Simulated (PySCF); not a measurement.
# Si2P2H6: electronic excitations and core binding energies

Wanted: the electronic excitations and core binding energies of Si2P2H6 (`[SiH2]1P[SiH2]P1`), by calculation.

Computed with PySCF 2.14.0, with density-fitted response routines of our own, on a single molecule in the gas phase. Atoms are numbered from 0 throughout.

## Step 1: Starting geometry

10 atoms, charge 0, multiplicity 1; geometry from: GFN2-xTB.

Bonds of the start (Å): Si0–P1 2.27, P1–Si2 2.27, Si2–P3 2.27, P3–Si0 2.27, Si0–H4 1.46, Si0–H5 1.46, P1–H6 1.38, Si2–H7 1.46, Si2–H8 1.46, P3–H9 1.38.

## Step 2: TDDFT and polarisability: PBE0/def2-SVPD

Job settings and geometry (Å):

```
{"job": {"kind": "uv", "xc": "PBE0", "basis": "def2-SVPD", "nstates": 8, "ntriplets": 3}, "charge": 0, "multiplicity": 1}
Si     0.466474    -1.431539     0.051584
P     -1.335573    -0.468087    -0.933100
Si    -0.464684     1.432536    -0.052956
P      1.342628     0.471073     0.923041
H      1.309041    -2.058372    -0.964575
H      0.128725    -2.359998     1.128399
H     -2.204348    -0.715608     0.111868
H     -0.128456     2.367426    -1.124733
H     -1.308090     2.050947     0.967573
H      2.203165     0.716276    -0.129629
```

Level: TDDFT PBE0/def2-SVPD, vertical, gas phase, core orbitals frozen in the response.

Log:

```text
coarse grid: 10216 points
cycle   1  E = -1264.2727390133  dE =  1.519e-01  |g| = 1.763e-01  |ddm| = 3.636e+00
cycle   2  E = -1264.2747056173  dE = -1.967e-03  |g| = 1.575e-01  |ddm| = 7.799e-01
cycle   3  E = -1264.2835573573  dE = -8.852e-03  |g| = 2.096e-02  |ddm| = 3.695e-01
cycle   4  E = -1264.2837004815  dE = -1.431e-04  |g| = 9.374e-03  |ddm| = 5.927e-02
cycle   5  E = -1264.2837341893  dE = -3.371e-05  |g| = 1.257e-03  |ddm| = 1.988e-02
cycle   6  E = -1264.2837347828  dE = -5.935e-07  |g| = 1.952e-04  |ddm| = 2.684e-03
final grid: 79936 points
cycle   7  E = -1264.4268775097  dE = -8.610e-06  |g| = 2.371e-03  |ddm| = 5.386e-02
cycle   8  E = -1264.4268773984  dE =  1.113e-07  |g| = 2.392e-03  |ddm| = 1.009e-02
cycle   9  E = -1264.4268794471  dE = -2.049e-06  |g| = 1.603e-04  |ddm| = 5.402e-03
cycle  10  E = -1264.4268794561  dE = -8.984e-09  |g| = 6.189e-05  |ddm| = 4.070e-04
cycle  11  E = -1264.4268794576  dE = -1.485e-09  |g| = 8.090e-06  |ddm| = 1.223e-04
cycle  12  E = -1264.4268794576  dE = -2.865e-11  |g| = 4.838e-07  |ddm| = 2.620e-05
converged SCF energy = -1264.4268794576

Static polarisability (au): isotropic 105.023, principal 83.224 114.871 116.973

Singlet excitations
state   eV       nm        f      main configurations
  1   4.4533    278.4   0.00000   H->L 0.98
  2   4.6791    265.0   0.00000   H->L+1 0.99
  3   5.0202    247.0   0.00809   H->L+2 0.99
  4   5.3036    233.8   0.00000   H->L+3 0.97
  5   5.7995    213.8   0.00000   H-1->L 0.99
  6   6.2046    199.8   0.05450   H-2->L 0.95
  7   6.4586    192.0   0.00009   H-1->L+2 0.43, H-2->L+1 0.42, H-3->L 0.11
  8   6.4924    191.0   0.00000   H-1->L+1 0.96

Triplet excitations (Tamm-Dancoff, eV): 4.0280 4.1663 4.7284
```

Wall time 8.6 s (1 thread, shared host).

The orbitals next to the gap, with their largest atomic shares:

| orbital | eV | atoms |
| --- | --- | --- |
| HOMO−3 | -8.90 | P1 26 %, P3 26 %, Si0 18 % |
| HOMO−2 | -8.40 | P1 36 %, P3 35 %, Si0 8 % |
| HOMO−1 | -8.14 | Si2 20 %, Si0 20 %, P3 18 % |
| HOMO | -6.59 | P3 37 %, P1 37 %, Si2 8 % |
| LUMO | -0.95 | Si0 21 %, Si2 21 %, P1 18 % |
| LUMO+1 | -0.67 | P1 21 %, P3 21 %, Si0 19 % |
| LUMO+2 | -0.37 | Si2 20 %, Si0 20 %, P3 15 % |

With each of the 8 states as a Gaussian band of 0.4 eV half-width at 1/e, the curve within the window shown has maxima at 247 nm (ε 330), 200 nm (ε 2,200) L/(mol cm). Beyond the last state computed it falls off for lack of states. The curve at chosen wavelengths:

nm, ε (L/mol/cm) and a bar:
```
      183        256 ###
      189        934 #############
      194       1715 #######################
      200       2208 ##############################
      205       1944 ##########################
      211       1188 ################
      216        626 #########
      222        260 ####
      227        169 ##
      233        197 ###
      239        273 ####
      244        318 ####
      250        322 ####
      255        285 ####
      261        214 ###
      266        152 ##
      272         90 #
      278         48 #
      283         27 
      289         12 
      294          6 
      300          3 
      305          1 
      311          0 
      316          0 
      322          0
```

Ground-state properties from the same run:

| property | computed |
| --- | --- |
| dipole moment (D) | 0.01 |
| polarisability (Å³) | 15.56 |
| HOMO–LUMO gap (eV) | 5.64 |
| −ε(HOMO) (eV) | 6.59 |

## Step 3: X-ray photoelectron lines: SCAN, X2C

Settings changed since step 2:

```diff
@@ -1,2 +1,2 @@
-{"job": {"kind": "uv", "xc": "PBE0", "basis": "def2-SVPD", "nstates": 8, "ntriplets": 3}, "charge": 0, "multiplicity": 1}
+{"job": {"kind": "xps"}, "charge": 0, "multiplicity": 1}
 Si     0.466474    -1.431539     0.051584
```

With the program's defaults for keys left out, this is: delta-SCF UKS SCAN, pcX-2 on the ionised atom, pcseg-1 elsewhere, spin-free X2C.

Log:

```text
ground state, core basis on atom 0 (Si), 144 functions
  cycle   1  E = -1267.95156779  |g| = 2.67e-01
  cycle   2  E = -1267.93911561  |g| = 3.20e-01
  cycle   3  E = -1267.97693426  |g| = 3.69e-02
  cycle   4  E = -1267.97740382  |g| = 1.81e-02
  cycle   5  E = -1267.97751458  |g| = 5.33e-03
  cycle   6  E = -1267.97752894  |g| = 6.73e-04
  cycle   7  E = -1267.97752701  |g| = 5.09e-04
  cycle   8  E = -1267.97752731  |g| = 5.88e-05
  E(ground) = -1268.04059756 Eh
hole in Si 1s of atom 0
  cycle   1  E = -1199.03211271  |g| = 4.35e+00
  cycle   2  E = -1198.59321790  |g| = 2.34e+00
  cycle   3  E = -1199.07630209  |g| = 1.11e+00
  cycle   4  E = -1199.96829922  |g| = 4.29e-01
  cycle   5  E = -1200.11136136  |g| = 6.37e-02
  cycle   6  E = -1200.11342852  |g| = 2.11e-02
  cycle   7  E = -1200.11374668  |g| = 9.88e-03
  cycle   8  E = -1200.11381865  |g| = 2.36e-03
  cycle   9  E = -1200.11382323  |g| = 5.54e-04
  cycle  10  E = -1200.11382534  |g| = 4.25e-04
  E(ion) = -1200.18496141 Eh   <S^2> = 0.7532   hole on atom = 1.000   binding energy = 1846.446 eV
hole in Si 2p of atom 0
  cycle   1  E = -1263.69186974  |g| = 1.24e+00
  cycle   2  E = -1263.12931555  |g| = 1.38e+00
  cycle   3  E = -1263.88964087  |g| = 4.17e-01
  cycle   4  E = -1264.02219287  |g| = 1.32e-01
  cycle   5  E = -1264.03543727  |g| = 2.60e-02
  cycle   6  E = -1264.03585389  |g| = 1.04e-02
  cycle   7  E = -1264.03592511  |g| = 2.33e-03
  cycle   8  E = -1264.03593110  |g| = 6.31e-04
  cycle   9  E = -1264.03593182  |g| = 4.34e-04
  E(ion) = -1264.11066792 Eh   <S^2> = 0.7521   hole on atom = 1.002   binding energy = 106.939 eV
  2p3/2 = 106.743 eV   2p1/2 = 107.367 eV
ground state, core basis on atom 1 (P), 144 functions
  cycle   1  E = -1267.99639853  |g| = 3.40e-01
  cycle   2  E = -1267.99597861  |g| = 5.06e-02
  cycle   3  E = -1267.99496472  |g| = 7.55e-02
  cycle   4  E = -1267.99692848  |g| = 4.24e-03
  cycle   5  E = -1267.99693161  |g| = 2.03e-03
  cycle   6  E = -1267.99693160  |g| = 2.51e-04
  E(ground) = -1268.07219367 Eh
hole in P 1s of atom 1
  cycle   1  E = -1187.84762916  |g| = 4.72e+00
  cycle   2  E = -1186.29710544  |g| = 2.57e+00
  cycle   3  E = -1180.20963071  |g| = 2.53e+00
  cycle   4  E = -1188.98180226  |g| = 2.34e-01
  cycle   5  E = -1188.99536923  |g| = 1.85e-01
  cycle   6  E = -1189.01617035  |g| = 4.20e-02
  cycle   7  E = -1189.01735234  |g| = 8.50e-03
  cycle   8  E = -1189.01739045  |g| = 4.60e-03
  cycle   9  E = -1189.01740369  |g| = 7.13e-04
  cycle  10  E = -1189.01740485  |g| = 2.43e-04
  E(ion) = -1189.09223326 Eh   <S^2> = 0.7519   hole on atom = 1.000   binding energy = 2149.154 eV
hole in P 2p of atom 1
  cycle   1  E = -1262.58303976  |g| = 1.39e+00
  cycle   2  E = -1261.21798220  |g| = 1.73e+00
  cycle   3  E = -1262.65732017  |g| = 6.21e-01
  cycle   4  E = -1262.97489599  |g| = 1.56e-01
  cycle   5  E = -1262.98750206  |g| = 6.73e-02
  cycle   6  E = -1262.99067575  |g| = 2.05e-02
  cycle   7  E = -1262.99097056  |g| = 6.66e-03
  cycle   8  E = -1262.99099315  |g| = 2.74e-03
  cycle   9  E = -1262.99099838  |g| = 6.72e-04
  cycle  10  E = -1262.99099814  |g| = 3.99e-04
  E(ion) = -1263.07658346 Eh   <S^2> = 0.7539   hole on atom = 1.002   binding energy = 135.937 eV
  2p3/2 = 135.692 eV   2p1/2 = 136.581 eV
```

Wall time 18 s (1 thread, shared host).

The holes in one table. −ε is the ground-state orbital energy:

| hole | stands for | environment | ΔSCF (eV; 2p as the shell's mean) | −ε (eV) | ⟨S²⟩ |
| --- | --- | --- | --- | --- | --- |
| Si1s on Si0 | Si0, Si2 | silicon bonded to 2 P, 2 H, in a 4-membered ring | 1846.45 | 1793.9 | 0.753 |
| Si2p on Si0 | Si0, Si2 | silicon bonded to 2 P, 2 H, in a 4-membered ring | 106.95 | 96.7 | 0.752 |
| P1s on P1 | P1, P3 | phosphorus bonded to 2 Si, H, in a 4-membered ring | 2149.15 | 2092.5 | 0.752 |
| P2p on P1 | P1, P3 | phosphorus bonded to 2 Si, H, in a 4-membered ring | 135.99 | 125.5 | 0.754 |

Each hole run stands for the others of its class of like atoms.

With the spin-orbit splitting: Si0 2p3/2 106.74, 2p1/2 107.37 eV; P1 2p3/2 135.69, 2p1/2 136.58 eV. The table gives each 2p level as the mean over the whole 2p shell (two parts 2p3/2, one part 2p1/2), which differs a little from the single hole in the log.

## Step 4: Outcome

```
                                quantity                        value
         lowest singlet (PBE0/def2-SVPD)  4.45 eV (278 nm), f = 0.000
brightest single state of those computed  state 6, 6.20 eV, f = 0.054
                          lowest triplet                      4.03 eV
       Si1s binding energies, SCAN/pcX-2               Si0 1846.45 eV
       Si2p binding energies, SCAN/pcX-2                Si0 106.95 eV
        P1s binding energies, SCAN/pcX-2                P1 2149.15 eV
        P2p binding energies, SCAN/pcX-2                 P1 135.99 eV
```

In words: The lowest singlet, at 4.45 eV, is HOMO→LUMO 0.98 and is dark; of the 8 states computed, the strongest absorption comes from state 6 at 6.20 eV. The lowest triplet lies 0.43 eV below the lowest singlet (triplets in Tamm-Dancoff, singlets in full TDDFT).
